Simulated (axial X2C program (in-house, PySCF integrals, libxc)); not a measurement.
# A two-component session on SbP⁺: EOM-EA-CCSD levels

Wanted for SbP⁺: EOM-EA-CCSD levels, at the two-component level.

The runs use an in-house X2C program for linear molecules on PySCF integrals; two-component X2C with atomic mean-field terms, Sb dyall-acv3z, P dyall-av3z.

All values are calculated.

### 1 Set-up

task.json reads:

```json
{"zs": [51, 15], "q": 1, "bas": ["dyall-acv3z", "dyall-av3z"], "r0": 2.35, "eom": "ea", "thr": -2.0, "nmax": 92, "grid": [1, 0.96, 1.045, 0.92, 1.09, 1.15]}
```

Keys: zs atomic numbers; q charge; bas basis sets; r0 starting distance in Å; eom kind of EOM run; thr threshold in hartree for freezing inner shells (an s shell follows its p shell); nmax most natural virtual spinors; grid distances as factors.

Started as:

```bash
$ python soeom.py task.json out
```

After this run come: EOM-EA-CCSD at 2.301 Å.

Before running it: what results should come out? Wanted: next root led by one particle; T1 of the reference.

**Answer**, as computed:

| quantity | value |
| --- | --- |
| lowest root at 2.301 Å | Ω = 3/2, 15.640 eV |
| next root led by one particle | Ω = 1/2, about 17130 cm⁻¹ higher |
| T1 of the reference | 0.013 |

What this shows: The added electron is bound by 15.64 eV in a spinor of 50% P pπ, 38% Sb pπ. Errors of 0.1 to 0.3 eV are usual at this size, and roots led by higher excitations are left out, so the list is incomplete, and low states of that kind can be missing. T1 or the largest double amplitude of the reference is raised, which lowers the reliability.
